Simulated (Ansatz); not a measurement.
# NbP2: the cost of one run

Method: DFT r2SCAN, scalar-relativistic, plane waves, PAW, in Ansatz 0.2.0.

## (1) Starting point

Symmetry: Fm-3m, No. 225, cubic system. Conventional cell: a = 5.775 Å, b = 5.775 Å, c = 5.775 Å, α = 90.00°, β = 90.00°, γ = 90.00°. Nb (site symmetry m-3m) has 8 P at 2.50 Å as nearest neighbours. Around P (site symmetry -43m) lie 4 Nb at 2.50 Å.

As a file:

```
CELL_PARAMETERS angstrom
0.00000 2.88753 2.88753
2.88753 0.00000 2.88753
2.88753 2.88753 0.00000
ATOMIC_POSITIONS crystal
Nb 0.00000 0.00000 0.00000
P 0.25000 0.25000 0.25000
P 0.75000 0.75000 0.75000
```

This is candidate A: fluorite type (Fm-3m, No. 225).

(A quick probe on a coarse mesh, which set the mesh and smearing, is not shown.)

## (3) A loose first relaxation (candidate A)

input.yaml reads:

```yaml
crystal:
  lattice:
    - [0.0, 2.8875311861, 2.8875311861]
    - [2.8875311861, 0.0, 2.8875311861]
    - [2.8875311861, 2.8875311861, 0.0]
  atoms:
    - { symbol: Nb, position: [0.0, 0.0, 0.0] }
    - { symbol: P, position: [0.25, 0.25, 0.25] }
    - { symbol: P, position: [0.75, 0.75, 0.75] }
basis:
  ecutwfc: 500
kpoints:
  mp_grid: { grid: [6, 6, 6] }
hamiltonian:
  xc: r2scan
scf:
  occupations: { method: gaussian, width: 0.1 }
  lower_state_search: "off"
output:
  forces: true
  stress: true
  eigenvalues: true
relax:
  adjacent_minimum: "off"
  f_tol: 0.04
  max_steps: 70
  cell: { stress_tol: 0.4 }
```

Launch:

```
$ ansatz run input.yaml --threads 1 --pin off --max-ram 3072MiB --backend cpu --events-out ev --progress --plain --runs-dir out
```

Q: Estimate wall time and peak memory on 1 thread of Arm Neoverse V2, shared host.

About 13 s, with a peak of 0.45 GiB.
